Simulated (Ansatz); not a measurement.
**C₂H₇NO₂W: basis-set convergence**

One table from this session's results is given with a row withheld; the runs are named, their logs left out.

Program: Ansatz 0.2.0, Gaussian basis. Level of theory: one geometry, several basis sets. These are calculated values, not measurements.

The runs, in order: PBE0-D4/def2-SVP; ωB97M-V/def2-SVP; PBE0-D4/def2-QZVPP; ωB97M-V/def2-QZVPP; the functionals' def2-TZVPP values are taken from earlier runs.

### Structure used throughout

An earlier PBE0-D4 in a triple-zeta def2 set relaxation fixed the geometry. W takes the def2 core potential; no spin-orbit term is included.

SMILES `C[N]=[W]([CH3])(=[O])[OH]`, 13 atoms, charge 0, spin multiplicity 1.

Atoms are counted from 1 here; the program's logs count them from 0.

Bond lengths: C1–N2 1.419 Å, C1–H7 1.096 Å, C1–H8 1.095 Å, C1–H9 1.095 Å, N2–W3 1.748 Å, W3–C4 2.121 Å, W3–O5 1.710 Å, W3–O6 1.895 Å, C4–H10 1.095 Å, C4–H11 1.092 Å, C4–H12 1.093 Å, O6–H13 0.958 Å. Angles: N2–C1–H7 111.9°, N2–C1–H8 109.9°, N2–C1–H9 110.6°, H7–C1–H8 108.3°, H7–C1–H9 108.6°, H8–C1–H9 107.5°, C1–N2–W3 154.4°, N2–W3–C4 103.4°, N2–W3–O5 110.3°, N2–W3–O6 112.4°, C4–W3–O5 105.9°, C4–W3–O6 110.3°, O5–W3–O6 113.8°, W3–C4–H10 109.5°, W3–C4–H11 111.2°, W3–C4–H12 110.1°, H10–C4–H11 108.4°, H10–C4–H12 109.3° and more.

Set-up of the first run:

in.yaml

```yaml
crystal:
  periodic: [false, false, false]
  atoms:
    - {symbol: C, position_ang: [-1.397695, -1.102081, 1.508212]}
    - {symbol: N, position_ang: [-0.436316, -0.308420, 0.829601]}
    - {symbol: W, position_ang: [0.079503, 0.897314, -0.325480]}
    - {symbol: C, position_ang: [1.178504, -0.225976, -1.749950]}
    - {symbol: O, position_ang: [-1.268340, 1.528634, -1.166665]}
    - {symbol: O, position_ang: [1.181956, 2.223556, 0.460487]}
    - {symbol: H, position_ang: [-2.415965, -0.896139, 1.160077]}
    - {symbol: H, position_ang: [-1.186734, -2.164156, 1.345016]}
    - {symbol: H, position_ang: [-1.354653, -0.920442, 2.587144]}
    - {symbol: H, position_ang: [1.539177, 0.439908, -2.540378]}
    - {symbol: H, position_ang: [0.557887, -0.999510, -2.206961]}
    - {symbol: H, position_ang: [2.032416, -0.710914, -1.268965]}
    - {symbol: H, position_ang: [1.490239, 2.238206, 1.367872]}
basis:
  gaussian: {orbitals: def2-SVP}
hamiltonian: {xc: pbe0, dispersion: d4}
output: {orbitals: {seedname: orbitals}}
```

Launch:

```sh
ansatz run in.yaml --threads 4 --pin off --events-out ev --progress --plain --max-ram 11315MiB
```

Steps of the session up to this table: PBE0-D4 in def2-SVP; ωB97M-V in def2-SVP; PBE0-D4 in def2-QZVPP; ωB97M-V in def2-QZVPP.

One table of the session follows, with a row left open; its other results are not shown here.

It belongs to the step «Functionals by basis». 

```
functional       basis  HOMO (eV)
   PBE0-D4    def2-SVP      -7.41
   PBE0-D4  def2-TZVPP      -7.44
   PBE0-D4  def2-QZVPP      -7.47
   ωB97M-V    def2-SVP      -9.67
   ωB97M-V  def2-TZVPP      -9.71
   ωB97M-V  def2-QZVPP          ?
```

**Question.** Estimate the row for ωB97M-V, def2-QZVPP.

The run gave: HOMO (eV): -9.73. In the column «HOMO (eV)» it is the lowest.
